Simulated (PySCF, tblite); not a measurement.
**C4H13B2NO: geometry, infrared bands and NMR shifts**

Wanted: the infrared bands and NMR shifts of C4H13B2NO (`BNBOC(C)(C)C`), by calculation.

Computed with tblite 0.8.0 and PySCF 2.14.0, with density-fitted response routines of our own, on a single molecule in the gas phase. Atoms are numbered from 0 throughout.

## Step 1: The molecule as given

21 atoms, charge 0, multiplicity 1; geometry from: force field or distance geometry start.

Bonds of the start (Å): B0–N1 1.51, N1–B2 1.52, B2–O3 1.46, O3–C4 1.37, C4–C5 1.51, C4–C6 1.53, C4–C7 1.52, B0–H8 1.19, B0–H9 1.18, N1–H10 1.03, B2–H11 1.19, C5–H12 1.09, C5–H13 1.12, C5–H14 1.11, C6–H15 1.10, C6–H16 1.13, C6–H17 1.09, C7–H18 1.11, C7–H19 1.11, C7–H20 1.13.

## Step 2: Optimising the geometry with GFN2-xTB

The job: settings as JSON, then the geometry in Å.

```
{"job": {"kind": "relax", "xc": "GFN2-xTB", "basis": "xTB"}, "charge": 0, "multiplicity": 1}
B      3.713200     0.759100    -0.133000
N      2.605100    -0.104700     0.409400
B      1.304900     0.235300    -0.302000
O      0.213600     0.625200     0.584900
C     -1.005600     0.060200     0.323600
C     -1.049500    -1.452600     0.349600
C     -2.011700     0.477700     1.396400
C     -1.494200     0.645100    -0.990900
H      3.852900     0.864600    -1.307700
H      4.689900     0.839300     0.526900
H      2.801000    -1.112800     0.323900
H      1.119300    -0.384200    -1.305300
H     -0.845000    -1.926700    -0.613300
H     -2.049600    -1.840000     0.669000
H     -0.341000    -1.749600     1.153600
H     -2.991700     0.092900     1.092700
H     -1.669700    -0.112700     2.297800
H     -2.000800     1.553400     1.596400
H     -2.499900     0.271600    -1.287100
H     -0.745800     0.521100    -1.803500
H     -1.604400     1.754900    -0.827200
```

Run with:

```
OMP_NUM_THREADS=1 python probes_run.py task.json out
```

One launch serves the whole session: the jobs run in the order shown.

**Question.** This job is followed by: GFN2-xTB harmonic vibrations, gas phase; GIAO PBE0/pcSseg-1 NMR shielding, non-relativistic, gas phase. Predict these results of the whole session: strongest single infrared mode (GFN2-xTB); zero-point energy (GFN2-xTB); 13C shifts against TMS (PBE0/pcSseg-1, means over atoms taken as alike); 1H shifts against TMS (PBE0/pcSseg-1, means over atoms taken as alike); 11B shifts against BF3·OEt2 (PBE0/pcSseg-1); 15N shifts against NH3 (PBE0/pcSseg-1); 17O shifts against H2O (PBE0/pcSseg-1); surface potential, 1st and 99th percentile.

The runs gave:

```
                                                               quantity                       value
                              strongest single infrared mode (GFN2-xTB)       1410 cm⁻¹, 577 km/mol
                                           zero-point energy (GFN2-xTB)              109.8 kcal/mol
13C shifts against TMS (PBE0/pcSseg-1, means over atoms taken as alike)              74.8, 32.7 ppm
 1H shifts against TMS (PBE0/pcSseg-1, means over atoms taken as alike)  6.42, 5.27, 4.92, 1.40 ppm
                            11B shifts against BF3·OEt2 (PBE0/pcSseg-1)              45.7, 29.5 ppm
                                 15N shifts against NH3 (PBE0/pcSseg-1)                   177.5 ppm
                                 17O shifts against H2O (PBE0/pcSseg-1)                   205.0 ppm
                                  surface potential, 1st and 99th percentile          -0.82 V and 1.18 V
```

What this shows: Relaxing lowered the energy by 2.840 eV in 155 steps; the close pair that moved most is B2–O3, from 1.459 to 1.341 Å. All 57 modes are real, so the xTB geometry is a minimum. The strongest single mode, at 1410 cm⁻¹, is spread over many atoms; the largest shares are those of N1, B0. Unscaled tight-binding wavenumbers are off by several per cent, some by more. Its intensities can rank the bands wrongly. C4 (fully substituted sp3 carbon bonded to O) lies farthest downfield among carbon, at 74.8 ppm; pulled downfield by the heteroatom. At PBE0/pcSseg-1, counted by nearest atom on the grid, the HOMO lies on O3 32 %; N1 31 %, the LUMO on B0 38 %; B2 18 %.
